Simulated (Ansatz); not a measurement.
# CoO (Fm-3m): displacement scan with seeded SCF runs from a Python script

Aim: a displacement scan with seeded SCF runs, for CoO (Fm-3m), run from a script.

Computed with the Python package of Ansatz 0.2.0. Level of theory: DFT PBEsol, plane waves, PAW.

## 1. The structure

It takes space group Fm-3m (No. 225, cubic). The conventional cell has a = 4.263 Å, b = 4.263 Å, c = 4.263 Å, α = 90.00°, β = 90.00°, γ = 90.00°. Co (site symmetry m-3m) has 6 O at 2.13 Å as nearest neighbours. O (site symmetry m-3m) has 6 Co at 2.13 Å as nearest neighbours.

The script holds or builds the structure itself.

## 2. The script

walk.py reads:

```python
"""A displacement scan in CoO with warm starts."""

import warnings

import ansatz as az
import numpy as np

config = {
    "occupations": "fermi_dirac",
    "width_ev": 0.1,
    "xc": "PBEsol",
    "kspacing": 0.34,
}

warnings.simplefilter("ignore", az.DeckWarning)

lattice = az.Lattice.of(
    [0.0, 2.1315, 2.1315],
    [2.1315, 0.0, 2.1315],
    [2.1315, 2.1315, 0.0],
)
sites = [
    ("Co", [0.0, 0.0, 0.0]),
    ("O", [0.5, 0.5, 0.5]),
]
crystal = az.Crystal(lattice=lattice)
for symbol, position in sites:
    crystal = crystal.atom(symbol, position)
crystal = crystal.moments(Co=1.8)

start = np.array(crystal.resolved().sites[0].position)
previous, rows = None, []
for step in range(5):
    target = start + step * 0.005 * np.eye(3)[0]
    base = (
        crystal.move(0, to=target).calculation()
        .occupations(config["occupations"], width=config["width_ev"])
        .pseudopotentials("paw")
        .functional(config["xc"])
        .kpoints(spacing=config["kspacing"])
        .spin(az.SpinTreatment.COLLINEAR)
        .forces()
    )
    session = base.session()
    if previous is not None:
        session.seed_next_step(previous)
    previous = session.plan(retain="density").execute()
    rep = previous.report
    shift = float(np.linalg.norm((target - start) @ np.array(rep["lattice"]["cell_ang"])))
    rows.append((step, shift, rep["lagrangian_ev"], float(np.linalg.norm(rep["forces_ev_ang"][0])), rep["n_iterations"], rep["n_symmetry_ops"]))
rows = [(row[0], row[1], 1000 * (row[2] - rows[0][2]), *row[3:]) for row in rows]
print("          step         moved A          dE meV  force on it eV/A      iterations  symmetry operations")
for row in rows:
    print(f"{str(row[0]):>14s}  {row[1]:14.4f}  {row[2]:14.3f}  {row[3]:16.4f}  {row[4]:14d}  {row[5]:19d}")
```

## 3. What the engine is handed

The engine receives this input (first run):

```yaml
crystal:
  lattice:
    - [0.0, 2.1315, 2.1315]
    - [2.1315, 0.0, 2.1315]
    - [2.1315, 2.1315, 0.0]
  atoms:
    - { symbol: Co, position: [0.0, 0.0, 0.0] }
    - { symbol: O, position: [0.5, 0.5, 0.5] }
kpoints:
  mp_grid:
    kspacing: 0.34
hamiltonian:
  xc: pbesol
  pseudopotentials:
    kind: paw
magnetization:
  spin_polarized: true
  per_species:
    Co: 1.8
scf:
  occupations:
    method: fermi_dirac
    width: 0.1
output:
  forces: true
```

## 4. Running it

Started as:

```bash
$ python walk.py
```

Q: Predict the main results. Wanted: range of energy; lowest point, shift of atom 1 from run 1.

As calculated:

| quantity | value |
| --- | --- |
| runs compared | 5 |
| range of energy | 0.20 meV/atom |
| lowest point, shift of atom 1 from run 1 (Å) | 0.000 |

What this shows: The lowest point is at the first value of the scan; the highest lies 0.2 meV/atom above it. What to keep in mind:
- For a metal this k-point mesh is coarse: on a finer one energies can move by several to tens of meV an atom and pressures by half a GPa or more, differences at one mesh by less.
- With one magnetic atom the cell can hold only ferromagnetic order.
- Without a Hubbard U or exact exchange, semilocal functionals often make such 3d compounds metallic or too weakly gapped.
- The first step keeps the crystal's symmetry; the moved atom lowers it.
